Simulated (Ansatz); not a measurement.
# La2NbO5: the cost of one run

Program: Ansatz 0.2.0. Level of theory: DFT PBE, scalar-relativistic, plane waves, PAW, unless a step names another level. These are calculated values, not measurements.

10 further runs of the same task are left out: 3 that didn't finish, 7 set aside as unsound or not needed. Runs told in other sessions of the task aren't counted.

## Step 1: What the formula suggests

Pauling electronegativities: La 1.10, Nb 1.60, O 3.44 (spread 2.34). The formula balances with common oxidation states: Nb +4, La +3, O -2. Tabulated atomic sizes suggest about 15 Å³/atom. 23 candidates were drawn, by swapping species into database cells of other compounds, at random by space group and Wyckoff sites, or by hand, as the table says:

| name | made from | space group no. | Wyckoff sites | atoms (primitive cell) | V (Å³/atom) |
| --- | --- | --- | --- | --- | --- |
| c01 | random | 187 | La 1e, 1c; Nb 1f; O 2i, 2h, 1b | 8 | 18.7 |
| c02 | database cell of Li2BiF5 | 87 | La 4d; Nb 2a; O 8h, 2b | 8 | 17.2 |
| c03 | random | 216 | La 4c, 4b; Nb 4d; O 16e, 4a | 8 | 18.2 |
| c04 | random | 119 | La 2d, 2a; Nb 2c; O 4e, 4f, 2b | 8 | 15.5 |
| c05 | random | 123 | La 2f; Nb 1b; O 4i, 1a | 8 | 18.6 |
| c06 | random | 191 | La 2d; Nb 1b; O 4h, 1a | 8 | 18.7 |
| c07 | built by hand: K2NiF4 with ordered interstitial oxygen | 119 | La 4e; Nb 2a; O 4f, 4e, 2d | 8 | 14.7 |
| c08 | database cell of Sr2H5Rh | 107 | La 4b; Nb 2a; O 8c, 2a | 8 | 15.1 |
| c09 | built by hand: Oxygen-deficient Aurivillius (Bi2NbO5F-derived) | 107 | La 2a, 2a; Nb 2a; O 2a, 4b, 4b | 8 | 14.6 |
| c10 | random | 191 | La 2c; Nb 1b; O 4h, 1a | 8 | 17.1 |
| c11 | random | 123 | La 2e; Nb 1a; O 4l, 1c | 8 | 18.4 |
| c12 | random | 65 | La 4k; Nb 2a; O 8m, 2b | 8 | 15.9 |
| c13 | database cell of K5CuSb2 | 166 | La 6c; Nb 3a; O 3b, 6c, 6c | 8 | 17.4 |
| c14 | random | 119 | La 4f; Nb 2a; O 8i, 2d | 8 | 15.9 |
| c15 | built by hand: La4Re2O10, fluorite-derived with metal dimers | 87 | La 8h; Nb 4e; O 16i, 4d | 16 | 14.7 |
| c16 | built by hand: Rb2MnF5, trans-linked octahedral chains | 123 | La 2e; Nb 1a; O 1b, 4j | 8 | 14.7 |
| c17 | database cell of HfAl5Ni2 | 139 | La 4e; Nb 2a; O 8g, 2b | 8 | 14.9 |
| c18 | random | 191 | La 2e; Nb 1b; O 4h, 1a | 8 | 17.5 |
| c19 | random | 157 | La 2b; Nb 1a; O 3c, 2b | 8 | 17.1 |
| c20 | database cell of RbBe2F5 | 1 | La 1a, 1a; Nb 1a; O 1a, 1a, 1a, 1a, 1a | 8 | 15.2 |
| c21 | random | 183 | La 2b; Nb 1a; O 3c, 2b | 8 | 16.2 |
| c22 | random | 183 | La 2b; Nb 1a; O 1a, 3c, 1a | 8 | 19.1 |
| c23 | random | 191 | La 2d; Nb 1a; O 3f, 2e | 8 | 18.2 |

## Step 2: Screening run of c09

File input.yaml:

```yaml
crystal:
  lattice:
    - [-1.975, 1.975, 7.5]
    - [1.975, -1.975, 7.5]
    - [1.975, 1.975, -7.5]
  atoms:
    - { symbol: La, position: [0.328, 0.328, 0.0] }
    - { symbol: La, position: [0.672, 0.672, 0.0] }
    - { symbol: Nb, position: [0.0, 0.0, 0.0] }
    - { symbol: O, position: [0.125, 0.125, 0.0] }
    - { symbol: O, position: [0.49, 0.99, 0.5] }
    - { symbol: O, position: [0.99, 0.49, 0.5] }
    - { symbol: O, position: [0.25, 0.75, 0.5] }
    - { symbol: O, position: [0.75, 0.25, 0.5] }
basis:
  ecutwfc: 420
kpoints:
  mp_grid: { grid: [4, 4, 4] }
hamiltonian:
  xc: pbe
scf:
  occupations: { method: gaussian, width: 0.15 }
  lower_state_search: "off"
output:
  forces: true
  stress: true
  eigenvalues: true
relax:
  adjacent_minimum: "off"
  f_tol: 0.08
  max_steps: 16
  cell: { stress_tol: 0.8 }
```

Launch:

```console
$ ansatz run input.yaml --threads 1 --pin off --max-ram 2560MiB --backend cpu --events-out ev --progress --plain --runs-dir out
```

Q: Estimate wall time and peak memory on 1 thread of AMD EPYC 7R43 (Zen 3), shared host.

About 100 s, with a peak of 0.44 GiB.
